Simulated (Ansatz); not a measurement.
Crystal: TaAs.

```
CELL_PARAMETERS angstrom
-1.72181 1.72181 5.86794
1.72181 -1.72181 5.86794
1.72181 1.72181 -5.86794
ATOMIC_POSITIONS crystal
Ta 0.49997 0.49997 0.00000
Ta 0.24997 0.74997 0.50000
As 0.08263 0.08263 0.00000
As 0.83263 0.33263 0.50000
```

The cell is a database's computed one.

Base run:

| Item | Value |
| --- | --- |
| Program | Ansatz 0.2.0 |
| Functional | PBEsol |
| Potentials or basis | all-electron LAPW, inner shells corrected to Dirac's equation |
| Cutoff | 272 eV |
| Density cutoff | 1088 eV |
| Basis error allowed | 0.002 eV/atom |
| k mesh | 11 × 11 × 11 |
| Occupations | fermi-dirac, width 0.05 eV |
| Spin | no spin polarisation |

Its results: pressure -3.7 GPa; largest force 0.022 eV/Å.

Question: The run is repeated on the same cell with these changes: potentials or basis from all-electron LAPW, inner shells corrected to Dirac's equation to all-electron LAPW, non-relativistic. What comes out?

Answer: Pressure 3.1 GPa; largest force 0.099 eV/Å.

Caveats: relativity is left out, which matters for the heavier elements (some runs).

Not every run made on this cell is shown here.
